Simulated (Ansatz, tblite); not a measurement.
# C₈H₂₄Si₃: removing and adding an electron, part 1 of 2

What does removing or adding an electron cost or gain for C₈H₂₄Si₃? Each charged state is run at several levels.

Method: as each input shows; program: Ansatz 0.2.0, Gaussian basis.

The runs, in order: charge +1 doublet, at the geometry of the singlet (PBE0-D4/def2-TZVP, PBE-D4/def2-TZVP, revPBE-D4/def2-TZVP); charge +1 doublet, relaxed (PBE0-D4/def2-TZVP, PBE-D4/def2-TZVP); charge -1 doublet, at the geometry of the singlet (PBE0-D4/def2-TZVP, PBE-D4/def2-TZVP, revPBE-D4/def2-TZVP); the starting singlet's energies come from earlier runs.

## (1) The geometry

The geometry is that of the singlet, from an earlier relaxation (PBE-D4/def2-SVP).

35 atoms, charge 0, spin multiplicity 1.

Atoms are counted from 1 here; the program's logs count them from 0.

Bond lengths: C1–Si2 1.903 Å, C1–H12 1.111 Å, C1–H13 1.109 Å, C1–H14 1.109 Å, Si2–C3 1.902 Å, Si2–C4 1.903 Å, Si2–Si5 2.357 Å, C3–H15 1.111 Å, C3–H16 1.110 Å, C3–H17 1.109 Å, C4–H18 1.110 Å, C4–H19 1.109 Å, C4–H20 1.111 Å, Si5–C6 1.912 Å, Si5–C7 1.912 Å, Si5–Si8 2.357 Å, C6–H21 1.109 Å, C6–H22 1.110 Å and more. Angles: Si2–C1–H12 111.0°, Si2–C1–H13 111.1°, Si2–C1–H14 111.2°, H12–C1–H13 107.8°, H12–C1–H14 107.8°, H13–C1–H14 107.7°, C1–Si2–C3 109.3°, C1–Si2–C4 109.0°, C1–Si2–Si5 110.5°, C3–Si2–C4 108.9°, C3–Si2–Si5 109.8°, C4–Si2–Si5 109.3°, Si2–C3–H15 111.0°, Si2–C3–H16 110.9°, Si2–C3–H17 111.4°, H15–C3–H16 107.8°, H15–C3–H17 107.9°, H16–C3–H17 107.7° and more.

Coordinates:

```xyz
35

C     2.1493   -0.8641    1.6385
Si    1.9692   -0.1497   -0.1156
C     2.1506   -1.5513   -1.3885
C     3.3475    1.1301   -0.4074
Si   -0.1285    0.8951   -0.3722
C    -0.1503    2.5193    0.6360
C    -0.3974    1.2943   -2.2224
Si   -1.8765   -0.4944    0.3837
C    -1.7034   -2.2426   -0.3467
C    -3.5441    0.2425   -0.1626
C    -1.8419   -0.5988    2.2825
H     3.1630   -1.2909    1.7920
H     1.4107   -1.6720    1.8193
H     1.9902   -0.0822    2.4094
H     3.1378   -2.0510   -1.2931
H     2.0682   -1.1593   -2.4231
H     1.3636   -2.3216   -1.2566
H     3.2732    1.5725   -1.4222
H     3.2867    1.9587    0.3279
H     4.3512    0.6639   -0.3129
H     0.0169    2.3163    1.7137
H     0.6454    3.2128    0.2926
H    -1.1247    3.0416    0.5358
H     0.4068    1.9525   -2.6126
H    -0.4005    0.3656   -2.8292
H    -1.3676    1.8091   -2.3827
H    -2.5640   -2.8818   -0.0568
H    -1.6611   -2.2131   -1.4550
H    -0.7778   -2.7370    0.0136
H    -3.6804    1.2662    0.2432
H    -4.3916   -0.3800    0.1949
H    -3.6111    0.3055   -1.2683
H    -0.8844   -1.0238    2.6467
H    -2.6665   -1.2391    2.6615
H    -1.9584    0.4069    2.7364
```

## (2) Charge +1 doublet at the fixed geometry, PBE0-D4/def2-TZVP

Contents of in.yaml:

```yaml
crystal:
  periodic: [false, false, false]
  atoms:
    - {symbol: C, position_ang: [2.149254, -0.864125, 1.638458]}
    - {symbol: Si, position_ang: [1.969199, -0.149670, -0.115622]}
    - {symbol: C, position_ang: [2.150607, -1.551315, -1.388457]}
    - {symbol: C, position_ang: [3.347497, 1.130055, -0.407400]}
    - {symbol: Si, position_ang: [-0.128480, 0.895114, -0.372158]}
    - {symbol: C, position_ang: [-0.150312, 2.519342, 0.635983]}
    - {symbol: C, position_ang: [-0.397422, 1.294255, -2.222377]}
    - {symbol: Si, position_ang: [-1.876513, -0.494383, 0.383724]}
    - {symbol: C, position_ang: [-1.703362, -2.242597, -0.346673]}
    - {symbol: C, position_ang: [-3.544144, 0.242528, -0.162609]}
    - {symbol: C, position_ang: [-1.841932, -0.598839, 2.282533]}
    - {symbol: H, position_ang: [3.162971, -1.290913, 1.792020]}
    - {symbol: H, position_ang: [1.410665, -1.672031, 1.819281]}
    - {symbol: H, position_ang: [1.990211, -0.082234, 2.409379]}
    - {symbol: H, position_ang: [3.137826, -2.051042, -1.293080]}
    - {symbol: H, position_ang: [2.068197, -1.159297, -2.423136]}
    - {symbol: H, position_ang: [1.363563, -2.321553, -1.256555]}
    - {symbol: H, position_ang: [3.273202, 1.572492, -1.422241]}
    - {symbol: H, position_ang: [3.286740, 1.958663, 0.327915]}
    - {symbol: H, position_ang: [4.351190, 0.663907, -0.312865]}
    - {symbol: H, position_ang: [0.016920, 2.316329, 1.713713]}
    - {symbol: H, position_ang: [0.645380, 3.212796, 0.292556]}
    - {symbol: H, position_ang: [-1.124682, 3.041624, 0.535824]}
    - {symbol: H, position_ang: [0.406758, 1.952457, -2.612602]}
    - {symbol: H, position_ang: [-0.400475, 0.365579, -2.829202]}
    - {symbol: H, position_ang: [-1.367571, 1.809076, -2.382714]}
    - {symbol: H, position_ang: [-2.563989, -2.881828, -0.056752]}
    - {symbol: H, position_ang: [-1.661149, -2.213065, -1.454965]}
    - {symbol: H, position_ang: [-0.777779, -2.736973, 0.013620]}
    - {symbol: H, position_ang: [-3.680385, 1.266209, 0.243211]}
    - {symbol: H, position_ang: [-4.391616, -0.380042, 0.194920]}
    - {symbol: H, position_ang: [-3.611131, 0.305478, -1.268286]}
    - {symbol: H, position_ang: [-0.884381, -1.023796, 2.646685]}
    - {symbol: H, position_ang: [-2.666491, -1.239110, 2.661466]}
    - {symbol: H, position_ang: [-1.958377, 0.406890, 2.736387]}
basis:
  gaussian: {orbitals: def2-TZVP, fitting: {mean_field: def2-universal-jkfit}}
total_charge: 1
magnetization: {spin_polarized: true, initial_magnetization: 1}
hamiltonian: {xc: pbe0, dispersion: d4}
scf: {omitted_lower_state_checks: [starts]}
output: {orbitals: {seedname: orbitals}}
```

Run with:

```
> ansatz run in.yaml --threads 2 --pin off --events-out ev --progress --plain --max-ram 32768MiB --backend cuda --devices 0, --max-vram 18GiB
```

What it wrote:

```text
Functional definition: PBE0
  name "PBE0"
  cite "Adamo & Barone, J. Chem. Phys. 110, 6158 (1999) doi:10.1063/1.478522"
  cite "Perdew, Burke & Ernzerhof, Phys. Rev. Lett. 77, 3865 (1996) doi:10.1103/PhysRevLett.77.3865"
  parent pbe
  parameter a = 0.25
  parameter kappa = 0.804
  parameter beta = 0.06672455060314922
  exchange = (1 - a)*pbe_x(kappa = kappa, mu = beta*pi^2/3) + a*exact_x
  correlation = pbe_c(beta = beta)
these checks for a lower state are left out or cut short: starts
1416 factors; integrals over basis functions are off by at most 3.6e-1 eV
mean field evaluation 1: about -32260.2907 eV, gradient 9.4e1 eV
mean field evaluation 2: about -32243.6468 eV, gradient 1.0e2 eV
mean field evaluation 4: about -32298.7584 eV, gradient 5.3e0 eV
mean field evaluation 8: about -32298.9207 eV, gradient 1.8e-1 eV
mean field evaluation 16: about -32298.9211 eV, gradient 3.6e-4 eV
mean field -32298.92113813 eV, -1186.9634588312 hartree, gradient 1.3e-5 eV, S^2 0.757578; 0 other end points of the search recorded, 0 dependent functions left out
reference -32298.92118837 eV, -1186.9634606774 hartree; 57, 56 occupied and 446, 447 virtual orbitals, 1416 factors
Total energy: -32299.81417740 eV, -1186.9962774190 hartree
Checks for a lower state left out: starts
```

Wall time 7 s (1 × H100 (card shared with other runs) with 2 threads of AMD EPYC 7R13, shared host); peak host memory 1.1 GiB.

Report: HOMO -11.64 eV, LUMO -9.36 eV (over both spins); ⟨S²⟩ 0.758 (pure: 0.75).

## (3) Charge +1 doublet at the fixed geometry, PBE-D4/def2-TZVP

start.molden holds the orbitals of an earlier run on this state, given as this run's starting guess.

in.yaml, as its differences from that of step 2:

```diff
@@ -39,6 +39,6 @@
 basis:
-  gaussian: {orbitals: def2-TZVP, fitting: {mean_field: def2-universal-jkfit}}
+  gaussian: {orbitals: def2-TZVP, fitting: {mean_field: def2-universal-jkfit}, initial_orbitals: start.molden}
 total_charge: 1
 magnetization: {spin_polarized: true, initial_magnetization: 1}
-hamiltonian: {xc: pbe0, dispersion: d4}
+hamiltonian: {xc: pbe, dispersion: d4}
 scf: {omitted_lower_state_checks: [starts]}
```

The command is unchanged.

What it wrote:

```text
Functional definition: PBE
  name "PBE"
  cite "Perdew, Burke & Ernzerhof, Phys. Rev. Lett. 77, 3865 (1996) doi:10.1103/PhysRevLett.77.3865"
  parent pbe
  parameter kappa = 0.804
  parameter beta = 0.06672455060314922
  exchange = pbe_x(kappa = kappa, mu = beta*pi^2/3)
  correlation = pbe_c(beta = beta)
these checks for a lower state are left out or cut short: starts
1416 factors; integrals over basis functions are off by at most 3.6e-1 eV
mean field evaluation 1: about -32294.6989 eV, gradient 1.1e1 eV
mean field evaluation 2: about -32294.9511 eV, gradient 3.1e-1 eV
mean field evaluation 4: about -32294.9405 eV, gradient 2.3e-3 eV
mean field -32294.94054876 eV, -1186.8171748699 hartree, gradient 1.2e-5 eV, S^2 0.753066; 0 other end points of the search recorded, 0 dependent functions left out
reference -32294.94061686 eV, -1186.8171773726 hartree; 57, 56 occupied and 446, 447 virtual orbitals, 1416 factors
Total energy: -32295.95143998 eV, -1186.8543244372 hartree
Checks for a lower state left out: starts
```

Run time: 4.9 s. Hardware: 1 × H100 (card shared with other runs) with 2 threads of AMD EPYC 7R13, shared host; peak host memory 1.1 GiB.

Report: HOMO -10.54 eV, LUMO -9.87 eV (over both spins); ⟨S²⟩ 0.753 (pure: 0.75).

## (4) Charge +1 doublet at the fixed geometry, revPBE-D4/def2-TZVP

in.yaml, as its differences from that of step 3:

```diff
@@ -42,3 +42,3 @@
 magnetization: {spin_polarized: true, initial_magnetization: 1}
-hamiltonian: {xc: pbe, dispersion: d4}
+hamiltonian: {xc: {name: revPBE}, dispersion: d4}
 scf: {omitted_lower_state_checks: [starts]}
```

The command is unchanged.

What it wrote:

```text
Functional definition: revPBE
  name "revPBE"
  cite "Zhang & Yang, Phys. Rev. Lett. 80, 890 (1998) doi:10.1103/PhysRevLett.80.890"
  cite "Perdew, Burke & Ernzerhof, Phys. Rev. Lett. 77, 3865 (1996) doi:10.1103/PhysRevLett.77.3865"
  parameter kappa = 1.245
  parameter beta = 0.06672455060314922
  exchange = pbe_x(kappa = kappa, mu = beta*pi^2/3)
  correlation = pbe_c(beta = beta)
these checks for a lower state are left out or cut short: starts
1416 factors; integrals over basis functions are off by at most 3.6e-1 eV
mean field evaluation 1: about -32312.0199 eV, gradient 1.0e1 eV
mean field evaluation 2: about -32312.2147 eV, gradient 2.5e-1 eV
mean field evaluation 4: about -32312.2037 eV, gradient 2.0e-3 eV
mean field -32312.20373923 eV, -1187.4515854184 hartree, gradient 1.2e-5 eV, S^2 0.753447; 0 other end points of the search recorded, 0 dependent functions left out
reference -32312.20382457 eV, -1187.4515885545 hartree; 57, 56 occupied and 446, 447 virtual orbitals, 1416 factors
Total energy: -32314.79094810 eV, -1187.5466635908 hartree
Checks for a lower state left out: starts
```

Run time: 5.5 s. Hardware: 1 × H100 (card shared with other runs) with 2 threads of AMD EPYC 7R13, shared host; peak host memory 1.1 GiB.

Report: HOMO -10.51 eV, LUMO -9.82 eV (over both spins); ⟨S²⟩ 0.753 (pure: 0.75).

## (5) Vertical ionisation energy

Charged state less starting state, singlet to doublet; the starting state's energies are those of its earlier runs.

```tsv
level	vertical ionisation energy (eV)	time
PBE-D4/def2-TZVP	+7.75	13 s
revPBE-D4/def2-TZVP	+7.80	15 s
PBE0-D4/def2-TZVP	+8.00	14 s
```

Times add the two runs; a level without a time comes out of a correlated run.

Beside −ε(HOMO) of the starting state:

```tsv
level	−ε(HOMO) (eV)	by difference (eV)	mismatch (eV)
PBE-D4/def2-TZVP	5.47	7.75	-2.28
revPBE-D4/def2-TZVP	5.43	7.80	-2.38
PBE0-D4/def2-TZVP	6.52	8.00	-1.49
```

## (6) Relaxing the charge +1 doublet

in.yaml, as its differences from that of step 4:

```diff
@@ -39,7 +39,8 @@
 basis:
-  gaussian: {orbitals: def2-TZVP, fitting: {mean_field: def2-universal-jkfit}, initial_orbitals: start.molden}
+  gaussian: {orbitals: def2-SVP}
 total_charge: 1
 magnetization: {spin_polarized: true, initial_magnetization: 1}
-hamiltonian: {xc: {name: revPBE}, dispersion: d4}
-scf: {omitted_lower_state_checks: [starts]}
+hamiltonian: {xc: pbe, dispersion: d4}
+scf: {lower_state_search: "off"}
 output: {orbitals: {seedname: orbitals}}
+relax: {f_tol: 0.03, max_steps: 70}
```

The command is unchanged.

What it wrote (excerpt; [...] marks lines left out):

```text
Functional definition: PBE
  name "PBE"
  cite "Perdew, Burke & Ernzerhof, Phys. Rev. Lett. 77, 3865 (1996) doi:10.1103/PhysRevLett.77.3865"
  parent pbe
[...]
3244 factors; their error is unknown
[...]
mean field -32277.03939122 eV, -1186.1593194642 hartree, gradient 6.3e-6 eV, S^2 0.752218; 0 other end points of the search recorded, 0 dependent functions left out
[...]
reference -32277.03945437 eV, -1186.1593217849 hartree; 57, 56 occupied and 229, 230 virtual orbitals, 3244 factors
relax step   1: F+E_penalty+E_count = -32278.05021434 eV  Δ(F+E_penalty+E_count) = +0.000e0 eV  max|allowed force component| = 2.210e0 eV/Å  Δτ_max = 0.0000 Å  (21 SCF iters, accepted)
[...]
relax step   3: F+E_penalty+E_count = -32278.56736603 eV  Δ(F+E_penalty+E_count) = -4.737e-2 eV  max|allowed force component| = 1.472e-1 eV/Å  Δτ_max = 0.0799 Å  (18 SCF iters, accepted)
[...]
Atom 27 at    -1.383684    -2.352727    -1.283462 Å, force    -0.000424     0.002425     0.024840 eV/Å
Atom 28 at    -0.566305    -2.800303     0.262577 Å, force    -0.017355     0.005901    -0.012473 eV/Å
Atom 29 at    -3.443084     1.257867     0.033941 Å, force     0.003602    -0.025880    -0.006492 eV/Å
Atom 30 at    -4.175514    -0.379178     0.106508 Å, force    -0.001665     0.000067    -0.001368 eV/Å
Atom 31 at    -3.320486     0.145361    -1.385341 Å, force     0.002282    -0.001326     0.021214 eV/Å
Atom 32 at    -0.750859    -0.819902     2.769831 Å, force    -0.013317     0.007619    -0.008459 eV/Å
Atom 33 at    -2.527811    -1.036457     2.767253 Å, force     0.004970     0.004092    -0.002668 eV/Å
Atom 34 at    -1.838028     0.614380     2.670710 Å, force     0.002074    -0.020888    -0.008513 eV/Å
Dipole moment:    -0.005906     0.041138    -0.017106 e Å
Checks for a lower state left out: stability, starts, cluster_reference, orbital_swaps, neighbouring_geometries, increment
```

Run time: 25 s. Hardware: 1 × H100 (card shared with other runs) with 2 threads of AMD EPYC 7R13, shared host; peak host memory 0.95 GiB.

The steps of the relaxation:

```tsv
step	energy from step 1 (eV)	largest force component (eV/Å)
1	0.0000	2.2097
2	-0.4698	0.2877
3	-0.5172	0.1472
4	-0.5245	0.0402
5	-0.5257	0.0410
6	-0.5282	0.0350
7	-0.5314	0.0473
8	-0.5327	0.0407
9	-0.5336	0.0259
```

Close pairs (by a distance rule), those that changed most:

```tsv
bond	before (Å)	after (Å)	change (Å)
Si2–Si5	2.357	2.457	+0.099
Si5–Si8	2.357	2.457	+0.099
Si5–C7	1.912	1.879	-0.033
Si5–C6	1.912	1.879	-0.033
Si8–C9	1.903	1.877	-0.026
C1–Si2	1.903	1.877	-0.026
Si2–C3	1.902	1.879	-0.023
Si8–C11	1.902	1.879	-0.023
```

## (7) Charge +1 doublet, PBE0-D4/def2-TZVP

Contents of in.yaml:

```yaml
crystal:
  periodic: [false, false, false]
  atoms:
    - {symbol: C, position_ang: [1.958917, -1.096657, 1.602240]}
    - {symbol: Si, position_ang: [1.885687, -0.303340, -0.097208]}
    - {symbol: C, position_ang: [1.975938, -1.515874, -1.529145]}
    - {symbol: C, position_ang: [3.116803, 1.127435, -0.274051]}
    - {symbol: Si, position_ang: [-0.148426, 1.033718, -0.429904]}
    - {symbol: C, position_ang: [-0.166726, 2.599758, 0.608263]}
    - {symbol: C, position_ang: [-0.403669, 1.372684, -2.260359]}
    - {symbol: Si, position_ang: [-1.757294, -0.590874, 0.469121]}
    - {symbol: C, position_ang: [-1.467179, -2.328672, -0.177987]}
    - {symbol: C, position_ang: [-3.307846, 0.203051, -0.278889]}
    - {symbol: C, position_ang: [-1.695837, -0.434240, 2.340090]}
    - {symbol: H, position_ang: [2.981714, -1.506438, 1.753630]}
    - {symbol: H, position_ang: [1.246671, -1.939049, 1.707998]}
    - {symbol: H, position_ang: [1.773553, -0.362788, 2.412609]}
    - {symbol: H, position_ang: [2.966852, -2.020170, -1.496218]}
    - {symbol: H, position_ang: [1.893910, -1.003455, -2.508843]}
    - {symbol: H, position_ang: [1.199477, -2.303345, -1.471091]}
    - {symbol: H, position_ang: [3.024955, 1.654814, -1.244728]}
    - {symbol: H, position_ang: [3.032085, 1.862399, 0.550793]}
    - {symbol: H, position_ang: [4.133148, 0.674264, -0.228825]}
    - {symbol: H, position_ang: [0.061895, 2.401587, 1.673938]}
    - {symbol: H, position_ang: [0.572597, 3.330201, 0.216523]}
    - {symbol: H, position_ang: [-1.163212, 3.088102, 0.550636]}
    - {symbol: H, position_ang: [0.435247, 1.982334, -2.659527]}
    - {symbol: H, position_ang: [-0.470286, 0.441129, -2.856156]}
    - {symbol: H, position_ang: [-1.332274, 1.961498, -2.417197]}
    - {symbol: H, position_ang: [-2.340938, -2.957129, 0.102250]}
    - {symbol: H, position_ang: [-1.383684, -2.352727, -1.283462]}
    - {symbol: H, position_ang: [-0.566305, -2.800303, 0.262577]}
    - {symbol: H, position_ang: [-3.443084, 1.257867, 0.033941]}
    - {symbol: H, position_ang: [-4.175514, -0.379178, 0.106508]}
    - {symbol: H, position_ang: [-3.320486, 0.145361, -1.385341]}
    - {symbol: H, position_ang: [-0.750859, -0.819902, 2.769831]}
    - {symbol: H, position_ang: [-2.527811, -1.036457, 2.767253]}
    - {symbol: H, position_ang: [-1.838028, 0.614380, 2.670710]}
basis:
  gaussian: {orbitals: def2-TZVP, fitting: {mean_field: def2-universal-jkfit}, initial_orbitals: start.molden}
total_charge: 1
magnetization: {spin_polarized: true, initial_magnetization: 1}
hamiltonian: {xc: pbe0, dispersion: d4}
scf: {omitted_lower_state_checks: [starts]}
output: {orbitals: {seedname: orbitals}}
```

Same command.

What it wrote (excerpt; [...] marks lines left out):

```text
Functional definition: PBE0
  name "PBE0"
  cite "Adamo & Barone, J. Chem. Phys. 110, 6158 (1999) doi:10.1063/1.478522"
  cite "Perdew, Burke & Ernzerhof, Phys. Rev. Lett. 77, 3865 (1996) doi:10.1103/PhysRevLett.77.3865"
  parent pbe
[...]
1416 factors; integrals over basis functions are off by at most 3.6e-1 eV
[...]
mean field -32299.52915040 eV, -1186.9858028699 hartree, gradient 2.3e-5 eV, S^2 0.756371; 0 other end points of the search recorded, 0 dependent functions left out
reference -32299.52919961 eV, -1186.9858046784 hartree; 57, 56 occupied and 446, 447 virtual orbitals, 1416 factors
Total energy: -32300.45045052 eV, -1187.0196600249 hartree
Checks for a lower state left out: starts
```

It took 4.1 s on 1 × H100 (card shared with other runs) with 2 threads of AMD EPYC 7R13, shared host; peak host memory 1.1 GiB.

From the report: HOMO -10.60 eV, LUMO -8.08 eV (over both spins); ⟨S²⟩ 0.756 (pure: 0.75).

## (8) Charge +1 doublet, PBE-D4/def2-TZVP

in.yaml, as its differences from that of step 7:

```diff
@@ -42,3 +42,3 @@
 magnetization: {spin_polarized: true, initial_magnetization: 1}
-hamiltonian: {xc: pbe0, dispersion: d4}
+hamiltonian: {xc: pbe, dispersion: d4}
 scf: {omitted_lower_state_checks: [starts]}
```

The command is unchanged.

What it wrote:

```text
Functional definition: PBE
  name "PBE"
  cite "Perdew, Burke & Ernzerhof, Phys. Rev. Lett. 77, 3865 (1996) doi:10.1103/PhysRevLett.77.3865"
  parent pbe
  parameter kappa = 0.804
  parameter beta = 0.06672455060314922
  exchange = pbe_x(kappa = kappa, mu = beta*pi^2/3)
  correlation = pbe_c(beta = beta)
these checks for a lower state are left out or cut short: starts
1416 factors; integrals over basis functions are off by at most 3.6e-1 eV
mean field evaluation 1: about -32295.2054 eV, gradient 1.1e1 eV
mean field evaluation 2: about -32295.4520 eV, gradient 2.8e-1 eV
mean field evaluation 4: about -32295.4473 eV, gradient 1.5e-3 eV
mean field -32295.44733711 eV, -1186.8357989985 hartree, gradient 1.5e-5 eV, S^2 0.753023; 0 other end points of the search recorded, 0 dependent functions left out
reference -32295.44740394 eV, -1186.8358014542 hartree; 57, 56 occupied and 446, 447 virtual orbitals, 1416 factors
Total energy: -32296.49006984 eV, -1186.8741187193 hartree
Checks for a lower state left out: starts
```

Wall time 5.5 s (1 × H100 (card shared with other runs) with 2 threads of AMD EPYC 7R13, shared host); peak host memory 1.1 GiB.

From the report: HOMO -9.46 eV, LUMO -8.72 eV (over both spins); ⟨S²⟩ 0.753 (pure: 0.75).

(Continued in part 2 of 2.)
